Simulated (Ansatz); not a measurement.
# Cu4N: the cost of one run

Computed with Ansatz 0.2.0 (DFT PBE, scalar-relativistic, plane waves, PAW, unless a step's input says otherwise).

## (1) The starting structure

It takes space group Im-3m (No. 229, cubic). The conventional cell has a = 5.006 Å, b = 5.006 Å, c = 5.006 Å, α = 90.00°, β = 90.00°, γ = 90.00°. Cu (site symmetry -3m) has 2 N at 2.17 Å as nearest neighbours. N (site symmetry m-3m) is surrounded by 8 Cu at 2.17 Å.

As a file:

```
Cu N
1.0
    -2.50276    2.50276    2.50276
     2.50276   -2.50276    2.50276
     2.50276    2.50276   -2.50276
Cu N
4 1
Direct
  0.00000 0.00000 0.50000
  0.00000 0.50000 0.00000
  0.50000 0.00000 0.00000
  0.50000 0.50000 0.50000
  0.00000 0.00000 0.00000
```

The cell is invented: species swapped into a database cell of CrGa4 (Im-3m, No. 229), with N on the Cr sites and Cu on the Ga sites. The dimensions are guesses.

## (2) Probe: one point on a coarse mesh

input.yaml reads:

```yaml
crystal:
  lattice:
    - [-2.50276339, 2.50276339, 2.50276339]
    - [2.50276339, -2.50276339, 2.50276339]
    - [2.50276339, 2.50276339, -2.50276339]
  atoms:
    - { symbol: Cu, position: [0.0, 0.0, 0.5], spin: 1.0 }
    - { symbol: Cu, position: [0.0, 0.5, 0.0], spin: 1.0 }
    - { symbol: Cu, position: [0.5, 0.0, 0.0], spin: 1.0 }
    - { symbol: Cu, position: [0.5, 0.5, 0.5], spin: 1.0 }
    - { symbol: "N", position: [0.0, 0.0, 0.0] }
basis:
  ecutwfc: 420
kpoints:
  mp_grid: { grid: [6, 6, 6] }
hamiltonian:
  xc: pbe
scf:
  occupations: { method: gaussian, width: 0.1 }
  lower_state_search: "off"
output:
  forces: true
  stress: true
  eigenvalues: true
  populations: true
magnetization:
  spin_polarized: true
```

Started as:

```sh
> ansatz run input.yaml --threads 1 --pin off --max-ram 2560MiB --backend cpu --events-out ev --progress --plain --runs-dir out
```

Q: Estimate wall time and peak memory on 1 thread of Arm Neoverse V2, shared host.

About 8.6 s, with a peak of 0.37 GiB.
